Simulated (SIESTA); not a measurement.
MoN2 under changes of volume

One of the cells (8.894 Å³/atom); the others are scaled copies at fixed shape and fractional positions:

```
Mo N
1.0
     4.37685    0.00000    0.00000
     0.00000    4.37685    0.00000
     0.00000    0.00000    2.78579
Mo N
2 4
Cartesian
  0.0000 0.0000 0.0000
  2.1884 2.1884 0.0000
  2.6771 3.8882 1.3929
  1.6998 0.4887 1.3929
  0.4887 2.6771 1.3929
  3.8882 1.6998 1.3929
```

Measurements of this composition are mostly on another form, of space group No. 160.

- Program: SIESTA 5.4.2
- Functional: PBEsol
- Potentials or basis: PseudoDojo 0.4 standard (PBEsol files)
- Basis: DZP (energy shift 0.003 Ry; two zetas on semicore shells)
- Grid cutoff: 800 Ry
- Energy shift: 0.003 Ry
- k mesh: 6 × 6 × 10
- Occupations: fermi-dirac, width 0.05 eV
- Spin: no spin polarisation

```tsv
volume (Å³/atom)	energy over the lowest point (meV/atom)	pressure (GPa)	largest force (eV/Å)
8.197	25.42	20.9	1.070
8.371	7.93	11.6	0.870
8.546	0.00	3.2	0.676
8.894	9.20	-11.1	0.309
9.069	24.69	-17.2	0.139
9.243	?	?	?
```

Question: What does the run at 9.243 Å³/atom give?

Answer: Energy over the lowest point 46.39 meV/atom; pressure -22.5 GPa; largest force 0.019 eV/Å.

Worked out: A Birch-Murnaghan fit of order 3 (a polynomial in V^(-2/3)) to the other rows has its minimum at 8.62 Å³/atom with B0 = V·E''(V) = 375 GPa and B' = 4.3 at fixed shape and positions, which overstates the stiffness. It gives 46.33 meV/atom at 9.243 Å³/atom, against the run's 46.39, and -dE/dV = -22.6 GPa, against -22.5.

Energies are extrapolated to zero smearing.

Caveats: the basis of atomic orbitals isn't converged, which shifts pressures, moduli and gaps; forces of over 1 eV/Å show positions far from the minimum, so gaps and moduli don't describe the material at rest (some runs).
